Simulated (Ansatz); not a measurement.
# C3H8Zn: a ladder of functionals and wavefunction methods

One table from this session's results is given with a row withheld; the runs are named, their logs left out.

The runs use Ansatz 0.2.0, Gaussian basis; functionals in def2-TZVPP, the program's frozen cores in correlated methods.

Levels to be run: LDA (SPW92), PBE-D4, revPBE-D4, BLYP-D4, r2SCAN-D4, B97M-V, PBE0-D4, B3LYP-D4, r2SCANh-D4, r2SCAN0-D4, HSE06-D4, BHLYP-D4, CAM-B3LYP-D4, LC-ωPBE, ωB97X-V, ωB97M-V, B2PLYP, PBE-QIDH; CCSD(T)/def2-SVP; CCSD(T)/def2-TZVPP; MP2/def2-QZVPP; extrapolation to the limit; RPA on PBE.

## The geometry

The geometry comes from an earlier relaxation with PBE0-D4 in a triple-zeta def2 set; it is a stationary point, not always the lowest conformer.

SMILES `C[CH](C)[ZnH]`, 12 atoms, charge 0, spin multiplicity 1.

Atoms are counted from 1 here; the program's logs count them from 0.

Bond lengths: C1–C2 1.527 Å, C1–H5 1.094 Å, C1–H6 1.095 Å, C1–H7 1.098 Å, C2–C3 1.527 Å, C2–Zn4 1.968 Å, C2–H8 1.098 Å, C3–H9 1.095 Å, C3–H10 1.094 Å, C3–H11 1.098 Å, Zn4–H12 1.549 Å. Angles: C2–C1–H5 112.6°, C2–C1–H6 111.8°, C2–C1–H7 111.1°, H5–C1–H6 107.3°, H5–C1–H7 107.2°, H6–C1–H7 106.6°, C1–C2–C3 110.8°, C1–C2–Zn4 112.4°, C1–C2–H8 107.8°, C3–C2–Zn4 112.3°, C3–C2–H8 107.8°, Zn4–C2–H8 105.4°, C2–C3–H9 111.8°, C2–C3–H10 112.6°, C2–C3–H11 111.1°, H9–C3–H10 107.3°, H9–C3–H11 106.6°, H10–C3–H11 107.2° and more.

Coordinates:

| atom | x (Å) | y (Å) | z (Å) |
| --- | --- | --- | --- |
| C1 | -0.1161 | 0.7985 | -1.1206 |
| C2 | 0.0667 | -0.3897 | -0.1796 |
| C3 | 0.9880 | -0.0241 | 0.9816 |
| Zn4 | -1.6504 | -1.1307 | 0.4326 |
| H5 | -0.7132 | 0.5481 | -2.0020 |
| H6 | -0.6089 | 1.6400 | -0.6227 |
| H7 | 0.8530 | 1.1703 | -1.4802 |
| H8 | 0.5472 | -1.1973 | -0.7480 |
| H9 | 0.5615 | 0.7681 | 1.6056 |
| H10 | 1.1971 | -0.8753 | 1.6357 |
| H11 | 1.9543 | 0.3496 | 0.6165 |
| H12 | -3.0021 | -1.7129 | 0.9150 |

Set-up of the first run:

The input, in.yaml:

```yaml
crystal:
  periodic: [false, false, false]
  atoms:
    - {symbol: C, position_ang: [-0.116111, 0.798550, -1.120598]}
    - {symbol: C, position_ang: [0.066726, -0.389666, -0.179597]}
    - {symbol: C, position_ang: [0.987986, -0.024084, 0.981610]}
    - {symbol: Zn, position_ang: [-1.650441, -1.130664, 0.432553]}
    - {symbol: H, position_ang: [-0.713206, 0.548143, -2.002008]}
    - {symbol: H, position_ang: [-0.608947, 1.639960, -0.622681]}
    - {symbol: H, position_ang: [0.852992, 1.170266, -1.480165]}
    - {symbol: H, position_ang: [0.547180, -1.197335, -0.747993]}
    - {symbol: H, position_ang: [0.561518, 0.768082, 1.605612]}
    - {symbol: H, position_ang: [1.197126, -0.875267, 1.635724]}
    - {symbol: H, position_ang: [1.954260, 0.349597, 0.616517]}
    - {symbol: H, position_ang: [-3.002084, -1.712883, 0.915025]}
basis:
  gaussian: {orbitals: def2-TZVPP}
hamiltonian: {xc: lda}
output: {orbitals: {seedname: orbitals}}
```

Steps of the session up to this table: LDA; PBE-D4 (GGA); revPBE-D4 (GGA); BLYP-D4 (GGA); r2SCAN-D4 (meta-GGA); B97M-V (meta-GGA); PBE0-D4 (hybrid); B3LYP-D4 (hybrid); r2SCANh-D4 (hybrid); r2SCAN0-D4 (hybrid); HSE06-D4 (hybrid); BHLYP-D4 (hybrid); CAM-B3LYP-D4 (range-separated); LC-ωPBE-D4 (range-separated; the results give it without D4); ωB97X-V (range-separated); ωB97M-V (range-separated); B2PLYP (double hybrid); PBE-QIDH (double hybrid).

One table of the session follows, with a row left open; its other results are not shown here.

It belongs to the step «Orbital energies across the functionals». 

```
  functional  HOMO (eV)  gap (eV)
 LDA (SPW92)      -5.77      4.47
      PBE-D4      -5.66      4.55
   revPBE-D4      -5.60      4.59
     BLYP-D4      -5.56      4.49
   r2SCAN-D4      -5.84      5.12
      B97M-V      -5.91      4.85
     PBE0-D4      -6.73      6.35
    B3LYP-D4      -6.57      5.92
  r2SCANh-D4      -6.24      5.77
  r2SCAN0-D4      -6.86      6.73
    HSE06-D4      -6.33      5.60
    BHLYP-D4          ?         ?
CAM-B3LYP-D4      -8.06      8.41
     LC-ωPBE      -9.38     10.82
     ωB97X-V      -9.02     10.32
     ωB97M-V      -8.90      9.82
```

Estimate the missing values for BHLYP-D4.

Worked estimate for «HOMO (eV)». Against the share of exact exchange, BLYP-D4 (0, -5.56), B3LYP-D4 (0.2, -6.57) give a slope of -5.05 per unit share; at 0.5 the line stands at -8.08.

The run gave: HOMO (eV): -7.76; gap (eV): 7.97. In «HOMO (eV)» the line misses by -0.32.
